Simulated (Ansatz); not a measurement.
**InH₂S₂ radical: a ladder of functionals and wavefunction methods**

An exercise on one series of results from a longer session: the logs are not shown, and one member is left open.

Computed with Ansatz 0.2.0, Gaussian basis. Level: functionals in def2-TZVPP, the program's frozen cores in correlated methods.

Levels to be run: PBE-D4, r2SCAN-D4, PBE0-D4, B3LYP-D4, ωB97X-V, ωB97M-V, B2PLYP; CCSD(T)/def2-TZVPP; CCSD(T)/def2-QZVPP; extrapolation to the limit.

## The relaxed structure

All runs share one geometry, relaxed beforehand with PBE0-D4 in a triple-zeta def2 set. In takes the def2 core potential; no spin-orbit term is included.

SMILES `[SH][In][SH]`, 5 atoms, charge 0, spin multiplicity 2.

Atoms are counted from 1 here; the program's logs count them from 0.

Bond lengths: S1–In2 2.431 Å, S1–H4 1.343 Å, In2–S3 2.428 Å, S3–H5 1.346 Å. Angles: In2–S1–H4 93.7°, S1–In2–S3 115.9°, In2–S3–H5 91.5°.

Set-up of the first run:

File in.yaml:

```yaml
crystal:
  periodic: [false, false, false]
  atoms:
    - {symbol: S, position_ang: [0.569149, 1.688501, -0.047611]}
    - {symbol: In, position_ang: [-1.005806, -0.131980, -0.388605]}
    - {symbol: S, position_ang: [-0.242657, -2.334892, 0.290892]}
    - {symbol: H, position_ang: [-0.263179, 2.617144, -0.545785]}
    - {symbol: H, position_ang: [0.942494, -1.838772, 0.691109]}
basis:
  gaussian: {orbitals: def2-TZVPP}
magnetization: {spin_polarized: true, initial_magnetization: 1}
hamiltonian: {xc: pbe, dispersion: d4}
output: {forces: true, orbitals: {seedname: orbitals}}
```

The run is started by

```bash
$ ansatz run in.yaml --threads 2 --pin off --events-out ev --progress --plain --max-ram 32768MiB --backend cpu
```

Steps of the session up to this table: PBE-D4 (GGA); r2SCAN-D4 (meta-GGA); PBE0-D4 (hybrid); B3LYP-D4 (hybrid); ωB97X-V (range-separated); ωB97M-V (range-separated); B2PLYP (double hybrid); CCSD(T) in def2-TZVPP; CCSD(T) in def2-QZVPP.

One table of the session follows, with a row left open; its other results are not shown here.

It belongs to the step «Atomisation energies». 

```
            method  atomisation energy (kcal/mol)
            PBE-D4                          295.3
         r2SCAN-D4                          294.8
           PBE0-D4                              ?
          B3LYP-D4                          285.9
           ωB97X-V                          292.5
           ωB97M-V                          292.4
            B2PLYP                          281.1
     HF/def2-TZVPP                          196.0
    MP2/def2-TZVPP                          280.6
   CCSD/def2-TZVPP                          271.9
CCSD(T)/def2-TZVPP                          279.0
           MP2/CBS                          291.8
       CCSD(T)/CBS                          290.3
```

Estimate the missing values for PBE0-D4.

The run gave: atomisation energy (kcal/mol): 289.6. In the column «atomisation energy (kcal/mol)» it lies between B3LYP-D4 (285.9) and CCSD(T)/CBS (290.3).
